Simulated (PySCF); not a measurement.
**C2H7BrGeSi: electronic excitations**

Aim: predict the electronic excitations of C2H7BrGeSi (`C=[CH][GeH2][SiH2]Br`).

Computed with PySCF 2.14.0, with density-fitted response routines of our own, on a single molecule in the gas phase. Atoms are numbered from 0 throughout.

**1. The molecule as given**

12 atoms, charge 0, multiplicity 1; geometry from: GFN2-xTB.

Bonds of the start (Å): C0–C1 1.32, C1–Ge2 1.95, Ge2–Si3 2.34, Si3–Br4 2.22, C0–H5 1.08, C0–H6 1.08, C1–H7 1.08, Ge2–H8 1.51, Ge2–H9 1.51, Si3–H10 1.46, Si3–H11 1.46.

**2. Excited states and response: CAM-B3LYP/def2-SVPD**

What the job is given:

```
{"job": {"kind": "uv", "xc": "CAM-B3LYP", "basis": "def2-SVPD", "nstates": 8, "ntriplets": 3}, "charge": 0, "multiplicity": 1}
C     -2.381969     0.195996     0.195196
C     -1.248059    -0.372402     0.571236
Ge     0.252724    -0.715645    -0.625308
Si     2.192152     0.482029    -0.100249
Br     1.786299     1.675202     1.730871
H     -2.551895     0.488588    -0.830076
H     -3.188262     0.393473     0.885112
H     -1.113549    -0.641978     1.612391
H      0.538043    -2.198351    -0.609541
H     -0.207061    -0.449411    -2.036030
H      2.582846     1.480908    -1.088861
H      3.339929    -0.339094     0.269233
```

With the program's defaults for keys left out, this is: TDDFT CAM-B3LYP/def2-SVPD, vertical, gas phase, core orbitals frozen in the response.

Run with:

```console
OMP_NUM_THREADS=1 python probes_run.py task.json out
```

This one command runs all jobs of the session in turn.

Standard output:

```text
coarse grid: 48824 points
cycle   1  E = -5020.5235395581  dE = -1.352e+00  |g| = 4.824e-01  |ddm| = 4.584e+00
cycle   2  E = -5020.5330498131  dE = -9.510e-03  |g| = 4.620e-01  |ddm| = 1.315e+00
cycle   3  E = -5020.5685079529  dE = -3.546e-02  |g| = 3.714e-02  |ddm| = 7.297e-01
cycle   4  E = -5020.5687048029  dE = -1.969e-04  |g| = 1.151e-02  |ddm| = 6.100e-02
cycle   5  E = -5020.5687312107  dE = -2.641e-05  |g| = 2.683e-03  |ddm| = 2.871e-02
cycle   6  E = -5020.5687331996  dE = -1.989e-06  |g| = 9.505e-04  |ddm| = 5.362e-03
final grid: 98064 points
cycle   7  E = -5020.5686571780  dE =  5.148e-08  |g| = 1.170e-03  |ddm| = 3.781e-03
cycle   8  E = -5020.5686569419  dE =  2.361e-07  |g| = 1.519e-03  |ddm| = 3.329e-03
cycle   9  E = -5020.5686575207  dE = -5.787e-07  |g| = 6.196e-05  |ddm| = 1.828e-03
cycle  10  E = -5020.5686575215  dE = -8.567e-10  |g| = 1.146e-05  |ddm| = 9.163e-05
converged SCF energy = -5020.5686575215

Static polarisability (au): isotropic 104.474, principal 85.035 107.239 121.148

Singlet excitations
state   eV       nm        f      main configurations
  1   5.8582    211.6   0.01371   H->L 0.86
  2   6.3291    195.9   0.00938   H-2->L 0.69, H-1->L 0.23
  3   6.7201    184.5   0.12657   H-1->L 0.30, H-3->L+1 0.19, H->L+1 0.15
  4   6.8280    181.6   0.00389   H-1->L 0.29, H-3->L+1 0.28, H->L+1 0.10
  5   6.9690    177.9   0.03867   H->L+3 0.47, H->L+2 0.33, H->L+1 0.11
  6   7.0032    177.0   0.16054   H->L+1 0.56, H-3->L+1 0.17
  7   7.3233    169.3   0.13430   H-1->L+1 0.28, H->L+2 0.23, H->L+3 0.22
  8   7.4407    166.6   0.05783   H-1->L+1 0.42, H->L+2 0.18, H-2->L+1 0.10

Triplet excitations (Tamm-Dancoff, eV): 4.3639 5.3927 6.0014
```

Wall time 55 s (1 thread of Arm Neoverse V1, shared host); peak memory 0.94 GiB.

Frontier orbitals and where they lie:

```tsv
orbital	eV	atoms
HOMO−3	-10.25	C1 31 %, Ge2 20 %, C0 14 %
HOMO−2	-9.61	Br4 70 %, Si3 10 %, C1 5 %
HOMO−1	-9.50	Br4 41 %, C1 21 %, C0 20 %
HOMO	-9.04	Br4 28 %, Ge2 16 %, Si3 16 %
LUMO	0.03	Si3 32 %, Br4 21 %, Ge2 21 %
LUMO+1	0.60	C0 26 %, C1 22 %, Si3 11 %
LUMO+2	1.02	Ge2 37 %, Si3 21 %, H8 12 %
```

With each of the 8 states as a Gaussian band of 0.4 eV half-width at 1/e, the curve within the window shown has maxima at 176 nm (ε 15,000) L/(mol cm). Beyond the last state computed it falls off for lack of states. The curve at chosen wavelengths:

| nm | ε (L/mol/cm) |
| --- | --- |
| 160 | 3428 |
| 163 | 6280 |
| 166 | 9439 |
| 169 | 12188 |
| 172 | 14071 |
| 175 | 14913 |
| 178 | 14666 |
| 181 | 13394 |
| 184 | 11331 |
| 187 | 8878 |
| 190 | 6469 |
| 193 | 4433 |
| 196 | 2919 |
| 199 | 1918 |
| 202 | 1323 |
| 205 | 999 |
| 208 | 826 |
| 211 | 717 |
| 214 | 624 |
| 217 | 526 |
| 220 | 424 |
| 223 | 323 |
| 226 | 234 |
| 229 | 160 |
| 232 | 105 |
| 235 | 65 |

Leading natural transition orbitals of singlet state 6: the hole lies on Br4 28 %; Ge2 13 %; C0, C1 about 10 % each; the particle on C0, C1 about 19 % each; H11 10 %; Si3 10 %.

Leading natural transition orbitals of singlet state 1: the hole lies on Br4 42 %; Ge2 16 %; Si3 14 %; the particle on Si3 28 %; Br4 20 %; H10, H11 about 13 % each.

Further results of this job:

```tsv
property	computed
dipole moment (D)	1.36
polarisability (Å³)	15.48
HOMO–LUMO gap (eV)	9.07
−ε(HOMO) (eV)	9.04
```

Orbitals, density, ELF and potential are computed afterwards from the orbital file.

Frontier orbitals at CAM-B3LYP/def2-SVPD, with the share of their density that lies nearest to each atom:

```tsv
orbital	energy (eV)	lies on
HOMO	-9.04	Br4 29 %; Si3 13 %; Ge2 12 %
LUMO	0.03	Si3 23 %; Br4 19 %; H10, H11 about 13 % each
```

ELF in a plane through or near 4 of the atoms.

Ten even steps from ' ' (0.00) to '@' (1.00):
```
                                                        
                ....                                    
            ::--====--::..                              
          --++##%%######**--..                          
        ..==##%%**::--##%%++::                          
          ==##%%::****++%%**..            ....          
          ..==##++::::**##==    ..--::..++%%%%==        
            ..==##%%##++::    ::++**++**@@@@@@@@::      
          ..::..::..----..  ::++##@@##--@@@@@@%%::      
        ..--==..####..##++--==****%%--%%==%%##==        
        ..--==..::..##%%--..::++====++++**==..          
          ..::::..++@@++..--..--::..--****--..          
                ..--++--....::==::    ......            
                    ..--**%%@@@@==                      
                      ::**@@@@@@++                      
                        ::++**++::                      
                          ......                        
                                                        
                                                        
                                                        
```
The map spans 11.7 Å across and 10.0 Å up, centred on the molecule. Atoms in the plane (x, y in Å): C0 (2.4, 0.3), Si3 (-2.2, 0.2), Br4 (-1.8, 2.4), H6 (3.2, 0.9).

On the surface of density 0.002 e/bohr³ the electrostatic potential runs, from the 1st to the 99th percentile, from -0.59 V near Br4 to 1.55 V near Si3.

**3. Results**

| quantity | value |
| --- | --- |
| lowest singlet (CAM-B3LYP/def2-SVPD) | 5.86 eV (212 nm), f = 0.014 |
| brightest single state of those computed | state 6, 7.00 eV, f = 0.161 |
| lowest triplet | 4.36 eV |
| surface potential, 1st and 99th percentile | -0.59 V and 1.55 V |

What this shows: The first singlet state (HOMO→LUMO 0.86) lies at 5.86 eV and is weak; of the 8 states computed, the strongest absorption comes from state 6 at 7.00 eV. The lowest triplet lies 1.49 eV below the lowest singlet (triplets in Tamm-Dancoff, singlets in full TDDFT).
